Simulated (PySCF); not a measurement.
**GaI⁻: basis, grid and Hamiltonian**

Aim: see how much the energy and properties of GaI⁻ depend on the numerical set-up.

Computed with PySCF 2.14.0. Level: method and basis as typed in the scripts.

5 further runs of the same task are left out: 5 that didn't finish.

**1. The starting structure**

GaI⁻: 2 atoms, charge -1, spin multiplicity 2.

Bond lengths: Ga1–I2 2.615 Å.

**2. The run that the others are compared with**

The input, input.py:

```python
from pyscf import gto, dft

mol = gto.M(
    atom='Ga 0 0 0; I 0 0 2.615',
    basis='def2-svp',
    ecp={'I': 'def2-svp'},
    charge=-1,
    spin=1,
    verbose=3,
)
mf = dft.UKS(mol, xc='tpssh')
mf.kernel()
mf.dip_moment()
print('orbital energies (hartree):', [e[max(0, n-3):n+3].round(4) for e, n in zip(mf.mo_energy, mol.nelec)])
```

The run is started by

```bash
> python input.py
```

The log of this run is left out.

Base result: E(SCF) = -2222.264727 Eh, ⟨S²⟩ = 0.753.

The bond length is a typed value, not an optimised one. The dipole of an ion depends on the origin.

**3. Core potential off**

Variant 1 changes core potential: on → off. The core potential changes with it: totals don't compare.

The input, input.py:

```python
from pyscf import gto, dft

mol = gto.M(
    atom='Ga 0 0 0; I 0 0 2.615',
    basis='def2-svp',
    charge=-1,
    spin=1,
    verbose=3,
)
mf = dft.UKS(mol, xc='tpssh')
mf.kernel()
mf.dip_moment()
print('orbital energies (hartree):', [e[max(0, n-3):n+3].round(4) for e, n in zip(mf.mo_energy, mol.nelec)])
```

The run is started by

```bash
> python input.py
```

**4. Integration grid 1**

Variant 2 changes integration grid: default → 1.

Changes to input.py since step 2:

```diff
@@ -11,2 +11,3 @@
 mf = dft.UKS(mol, xc='tpssh')
+mf.grids.level = 1
 mf.kernel()
```

Q: Predict the outcome of this session. Wanted: for each run, E(SCF); from base; gap, α spin.

As calculated:

| run | E(SCF) (hartree) | from base (eV) | gap, α spin (eV) | functions |
| --- | --- | --- | --- | --- |
| base | -2222.264727 | 0 | n/a | 58 |
| core potential off (poor choice) | -3923.520936 | not comparable | 1.23 | 58 |
| integration grid 1 | -2222.264755 | -0.0008 | n/a | 58 |

In words: Rows marked «poor choice» come from settings spoiled on purpose.
